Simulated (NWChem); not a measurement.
**InSiH3F2 (SMILES [F][In]([F])[SiH3]) at 3 levels**

We compute a comparison of 3 runs (HF/STO-3G, HF/3-21G, M06-2X/def2-TZVP) of InSiH3F2. 

The calculation is run with NWChem 7.3.0.

## (1) Starting point

The species is InSiH3F2 (7 atoms), meant as a singlet with charge 0. SMILES: `[F][In]([F])[SiH3]`. The shape comes from GFN2-xTB, which is rough for such elements, and wasn't checked as a minimum.

Bond lengths: F1–In2 2.021 Å, In2–F3 2.021 Å, In2–Si4 2.613 Å, Si4–H5 1.464 Å, Si4–H6 1.466 Å, Si4–H7 1.464 Å. Angles: F1–In2–F3 110.6°, F1–In2–Si4 124.6°, F3–In2–Si4 124.8°, In2–Si4–H5 105.8°, In2–Si4–H6 106.4°, In2–Si4–H7 106.0°, H5–Si4–H6 112.6°, H5–Si4–H7 112.8°, H6–Si4–H7 112.5°.

## (2) Energy and forces at HF/STO-3G (run 1)

m1.xyz

```xyz
7
F2H3InSi
F     -0.000930    -2.525670     1.601570
In     0.741470    -0.907260     0.646290
F      2.757230    -0.860980     0.789970
Si    -0.706170     0.866860    -0.612800
H      0.173160     1.454170    -1.625260
H     -1.134600     1.841720     0.395090
H     -1.830160     0.131160    -1.194860
```

run.py

```python
from ase.io import read
from ase.calculators.nwchem import NWChem

molecule = read('m1.xyz')

calc = NWChem(
    label='m1',
    theory='scf',
    memory='2200 mb',
    basis='STO-3G',
    basispar='spherical bse',
    scf={'nopen': '0', 'rhf': None, 'thresh': '1e-08', 'maxiter': '80'},
)
molecule.calc = calc

forces = molecule.get_forces()
print("Total energy (eV):", round(molecule.get_potential_energy(), 6))
print("forces (eV/A):")
for s, f in zip(molecule.symbols, forces):
    print(f"{s:2s} {f[0]:10.5f} {f[1]:10.5f} {f[2]:10.5f}")
print("dipole (e A):", molecule.get_dipole_moment().round(4))
```

Command:

```bash
export ASE_NWCHEM_COMMAND="nwchem PREFIX.nwi > PREFIX.nwo"
python run.py
```

Log:

```text
Total energy (eV): -167793.75676
forces (eV/A):
F     1.12239    2.34515   -1.37595
In    1.12429   -1.39482    0.98406
F    -2.94556   -0.10140   -0.18440
Si    1.09246   -1.31712    0.97645
H    -1.14805   -0.10398    0.59639
H     0.08053   -0.50826   -1.20744
H     0.67394    1.08038    0.21088
dipole (e A): [-0.2602  0.3233 -0.2234]
```

The calculator wrote m1.nwi:

```
title "m1"

permanent_dir m1

scratch_dir m1

start m1

geometry units angstrom nocenter noautosym noautoz
  F  -9.3000000000000005e-04 -2.5256699999999999e+00 1.6015699999999999e+00
  In 7.4146999999999996e-01 -9.0725999999999996e-01 6.4629000000000003e-01
  F  2.7572299999999998e+00 -8.6097999999999997e-01 7.8996999999999995e-01
  Si -7.0616999999999996e-01 8.6685999999999996e-01 -6.1280000000000001e-01
  H  1.7316000000000001e-01 1.4541700000000000e+00 -1.6252599999999999e+00
  H  -1.1346000000000001e+00 1.8417200000000000e+00 3.9509000000000000e-01
  H  -1.8301600000000000e+00 1.3116000000000000e-01 -1.1948600000000000e+00
end

memory 2200 mb

basis spherical bse noprint
   * library STO-3G
end

scf
  nopen 0
  rhf
  thresh 1e-08
  maxiter 80
end

task scf gradient
```

m1.nwo:

```text
Northwest Computational Chemistry Package (NWChem) 7.3.0
             --------------------------------------------------------

           Job information
           ---------------

    nwchem branch   = 7.3.0
    use scalapack   = T
    input           = m1.nwi
    prefix          = m1.
    data base       = m1/m1.db
    status          = startup
    nproc           =        1

           Memory information
           ------------------

    heap     =     72089598 doubles =      550.0 Mbytes
    stack    =     72089595 doubles =      550.0 Mbytes
    global   =    144179200 doubles =     1100.0 Mbytes (distinct from heap & stack)
    total    =    288358393 doubles =     2200.0 Mbytes
    verify   = yes
    hardfail = no

[... 138 lines left out ...]
 Convergence threshold     :          1.000E-08
[... 13 lines left out ...]
       Final RHF  results
[... 3 lines left out ...]
      One-electron energy =  -9470.872837301557
[... 1 line left out ...]
 Nuclear repulsion energy =    460.479307953769
[... 57 lines left out ...]
                       ROHF Final Molecular Orbital Analysis
[... 250 lines left out ...]
                 ----------------------------------------
                 |  Time  |  1-e(secs)   |  2-e(secs)   |
                 ----------------------------------------
                 |  CPU   |       0.00   |       2.07   |
                 ----------------------------------------
                 |  WALL  |       0.00   |       2.07   |
                 ----------------------------------------

 Task  times  cpu:        8.4s     wall:        8.4s
 Total times  cpu:        8.4s     wall:        8.4s
```

Wall time 9.6 s (1 thread of Intel Xeon Platinum 8488C (Sapphire Rapids), shared host); peak memory 0.099 GiB.

## (3) Energy and forces at HF/3-21G (run 2)

f2h3insi.nw

```
start f2h3insi
memory stack 880 mb heap 220 mb global 1100 mb

geometry units bohr noautosym nocenter noautoz
  F   -0.00175745  -4.77282458   3.02652867
  In   1.40117523  -1.71447292   1.22131110
  F    5.21040956  -1.62701640   1.49282695
  Si  -1.33446790   1.63812799  -1.15802417
  H    0.32722498   2.74798304  -3.07129628
  H   -2.14408326   3.48034640   0.74661189
  H   -3.45850116   0.24785648  -2.25795816
end

basis spherical bse
  * library 3-21G
end

scf
  thresh 1e-08
  maxiter 80
  print low
end

task scf gradient
```

Command:

```bash
nwchem f2h3insi.nw > f2h3insi.out
```

Log:

```text
[...]
  functions       =    68
[...]
  wavefunction    = RHF
[...]
         Total SCF energy =  -6201.740585986033
      One-electron energy =  -9491.601247034327
      Two-electron energy =   2829.381386286109
 Nuclear repulsion energy =    460.479274762184
        Time for solution =      6.4s
[...]
                         RHF ENERGY GRADIENTS
    atom               coordinates                        gradient
                 x          y          z           x          y          z
   1 F      -0.001757  -4.772825   3.026529   -0.021906  -0.039040   0.022606
   2 In      1.401175  -1.714473   1.221311   -0.028358   0.034933  -0.024351
   3 F       5.210410  -1.627016   1.492827    0.050251   0.004285   0.001515
   4 Si     -1.334468   1.638128  -1.158024   -0.009588   0.011396  -0.008905
   5 H       0.327225   2.747983  -3.071296   -0.000769  -0.005214   0.006188
   6 H      -2.144083   3.480346   0.746612    0.003722  -0.006261  -0.001630
   7 H      -3.458501   0.247856  -2.257958    0.006648  -0.000099   0.004576
 Task  times  cpu:        9.2s     wall:        9.2s
 Total times  cpu:        9.2s     wall:        9.2s
```

It took 9.9 s on 1 thread of Intel Xeon Platinum 8488C (Sapphire Rapids), shared host; peak memory 0.096 GiB.

## (4) Energy and forces at M06-2X/def2-TZVP (core potential) (run 3)

geom.nw

```
start geom
title "F2H3InSi"
memory stack 880 mb heap 220 mb global 1100 mb

geometry units angstroms noautosym nocenter noautoz
F     -0.000930    -2.525670     1.601570
In     0.741470    -0.907260     0.646290
F      2.757230    -0.860980     0.789970
Si    -0.706170     0.866860    -0.612800
H      0.173160     1.454170    -1.625260
H     -1.134600     1.841720     0.395090
H     -1.830160     0.131160    -1.194860
end

basis "ao basis" spherical bse
* library def2-TZVP
end

ecp bse
In library def2-TZVP
end

dft
xc m06-2x
grid fine
convergence energy 1e-08
iterations 100
mulliken
noprint "final vectors analysis"
end

task dft gradient
```

Command:

```bash
nwchem geom.nw > geom.out
```

Log:

```text
[...]
          Wavefunction type:  closed shell.
          No. of atoms     :     7
          No. of electrons :    56
[...]
          Charge           :     0
          Spin multiplicity:     1
[...]
          AO basis - number of functions:   167
[...]
              XC Information
              --------------
                       M06-2X Method XC Functional
                     Hartree-Fock (Exact) Exchange  0.540
                        M06-2X Exchange Functional  1.000
                      M06-2X Correlation Potential  1.000
[...]
 d= 0,ls=0.0,diis     1   -680.9230989974 -9.17D+02  9.80D-03  1.57D+00    10.1
[...]
 d= 0,ls=0.0,diis    11   -681.1126667975 -1.88D-09  1.19D-07  3.50D-10    87.5
         Total DFT energy =     -681.112666797526
      One electron energy =    -1487.993729705096
           Coulomb energy =      630.708267638787
    Exchange-Corr. energy =      -59.612229602913
 Nuclear repulsion energy =      235.785024871696
[...]
      Total Density - Mulliken Population Analysis
     ---------------------------------------------
    Atom       Charge   Shell Charges
 -----------   ------   -------------------------------------------------------
    1 F    9     9.57   0.77  1.20  0.61  0.94  0.45  2.24  2.14  1.21  0.00  0.00  0.00
    2 In  21    19.94   0.39 -0.82  1.57  0.85  0.75  0.28 -0.41  6.38  0.43  0.26  0.01  8.92  1.10  0.14  0.00  0.07
    3 F    9     9.57   0.77  1.20  0.61  0.94  0.45  2.24  2.14  1.21  0.00  0.00  0.00
    4 Si  14    13.99   2.00  0.56  1.40  0.90  0.48  4.14  1.69  0.59  1.57  0.46  0.08  0.09  0.01
    5 H    1     0.98   0.25  0.52  0.20  0.01
    6 H    1     0.98   0.25  0.53  0.20  0.01
    7 H    1     0.98   0.25  0.52  0.20  0.01
[...]
  wavefunction    = closed shell
                         DFT ENERGY GRADIENTS
    atom               coordinates                        gradient
                 x          y          z           x          y          z
   1 F      -0.001757  -4.772824   3.026528   -0.011326  -0.020042   0.011576
   2 In      1.401175  -1.714473   1.221311   -0.010752   0.013116  -0.009238
   3 F       5.210409  -1.627016   1.492827    0.025950   0.002268   0.000727
   4 Si     -1.334468   1.638128  -1.158024   -0.007717   0.009209  -0.006768
   5 H       0.327225   2.747983  -3.071296   -0.000317  -0.002297   0.002509
   6 H      -2.144083   3.480346   0.746612    0.001324  -0.002201  -0.000587
   7 H      -3.458501   0.247856  -2.257958    0.002837  -0.000053   0.001780
[...]
```

Run time: 2 min. Hardware: 1 thread of Intel Xeon Platinum 8488C (Sapphire Rapids), shared host; peak memory 0.14 GiB.

## (5) Overview of the runs

```tsv
run	level	iteration cap	module	energy (Eh)	dipole moment (D)	largest force (eV/Å)	wall time
1	HF/STO-3G	80	scf	-6166.306876	2.26	2.953	9.6 s
2	HF/3-21G	80	scf	-6201.740586	–	2.631	9.9 s
3	M06-2X/def2-TZVP (core potential)	100	dft	-681.112667	5.68	1.340	2 min
```

## (6) What came out

| quantity | value |
| --- | --- |
| run 3: total energy | -681.11267 Eh |
| run 3: dipole moment | 5.68 D |
| run 3: largest force on an atom | 1.340 eV/Å |

What this shows: Some runs of one species differ in core potentials or relativity; totals across that change don't compare. In run 1 the basis is minimal, so the values are rough. In runs 1, 2 relativity is left out where basis or elements ask for it. All runs together took 2.4 min, the longest 2 min.
